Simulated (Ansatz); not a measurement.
# FH₅OSSi₂: how energies converge with the basis set

The task here is to estimate one member of a computed series from the others.

Computed with Ansatz 0.2.0, Gaussian basis. Level: one geometry, several basis sets.

Plan: PBE0-D4/def2-SVP; ωB97M-V/def2-SVP; PBE0-D4/def2-QZVPP; ωB97M-V/def2-QZVPP; the functionals' def2-TZVPP values are taken from earlier runs.

## The geometry

An earlier PBE0-D4 in a triple-zeta def2 set relaxation fixed the geometry.

SMILES `O[SiH2]S[SiH2]F`, 10 atoms, charge 0, spin multiplicity 1.

Atoms are counted from 1 here; the program's logs count them from 0.

Bond lengths: O1–Si2 1.639 Å, O1–H6 0.959 Å, Si2–S3 2.144 Å, Si2–H7 1.477 Å, Si2–H8 1.483 Å, S3–Si4 2.119 Å, Si4–F5 1.597 Å, Si4–H9 1.478 Å, Si4–H10 1.479 Å. Angles: Si2–O1–H6 118.1°, O1–Si2–S3 112.9°, O1–Si2–H7 105.2°, O1–Si2–H8 112.0°, S3–Si2–H7 110.6°, S3–Si2–H8 104.0°, H7–Si2–H8 112.3°, Si2–S3–Si4 98.0°, S3–Si4–F5 110.7°, S3–Si4–H9 107.7°, S3–Si4–H10 110.8°, F5–Si4–H9 107.6°, F5–Si4–H10 107.2°, H9–Si4–H10 112.8°.

As a file:

```xyz
10
FH5OSSi2
O    -2.0619    0.6803   -0.1610
Si   -0.8971    0.0173   -1.1044
S     1.0545    0.8051   -0.6966
Si    1.4518   -0.2888    1.0739
F     2.1039   -1.7050    0.7292
H    -2.1563    1.6342   -0.1645
H    -0.9427   -1.4309   -0.8153
H    -1.1105    0.3116   -2.5420
H     2.4392    0.4781    1.8627
H     0.2023   -0.5528    1.8208
```

The first run:

in.yaml

```yaml
crystal:
  periodic: [false, false, false]
  atoms:
    - {symbol: O, position_ang: [-2.061918, 0.680251, -0.160988]}
    - {symbol: Si, position_ang: [-0.897054, 0.017278, -1.104402]}
    - {symbol: S, position_ang: [1.054521, 0.805071, -0.696595]}
    - {symbol: Si, position_ang: [1.451776, -0.288751, 1.073944]}
    - {symbol: F, position_ang: [2.103867, -1.705028, 0.729162]}
    - {symbol: H, position_ang: [-2.156326, 1.634192, -0.164533]}
    - {symbol: H, position_ang: [-0.942724, -1.430935, -0.815334]}
    - {symbol: H, position_ang: [-1.110541, 0.311584, -2.541968]}
    - {symbol: H, position_ang: [2.439213, 0.478055, 1.862740]}
    - {symbol: H, position_ang: [0.202284, -0.552818, 1.820773]}
basis:
  gaussian: {orbitals: def2-SVP}
hamiltonian: {xc: pbe0, dispersion: d4}
output: {orbitals: {seedname: orbitals}}
```

Command:

```
> ansatz run in.yaml --threads 4 --pin off --events-out ev --progress --plain --max-ram 10444MiB
```

Steps of the session up to this table: PBE0-D4 in def2-SVP; ωB97M-V in def2-SVP; PBE0-D4 in def2-QZVPP; ωB97M-V in def2-QZVPP.

One of the session's tables, all rows but one given; the rest of the session is left out.

```
functional       basis  HOMO (eV)  LUMO (eV)
   PBE0-D4    def2-SVP      -8.01       0.27
   PBE0-D4  def2-TZVPP      -8.08      -0.24
   PBE0-D4  def2-QZVPP      -8.11      -0.40
   ωB97M-V    def2-SVP          ?          ?
   ωB97M-V  def2-TZVPP     -10.27       1.49
   ωB97M-V  def2-QZVPP     -10.30       1.14
```

**Question.** Estimate the row for ωB97M-V, def2-SVP.

The run gave: HOMO (eV): -10.15; LUMO (eV): 2.18. In the column «HOMO (eV)» it lies between ωB97M-V, def2-TZVPP (-10.27) and PBE0-D4, def2-QZVPP (-8.11).
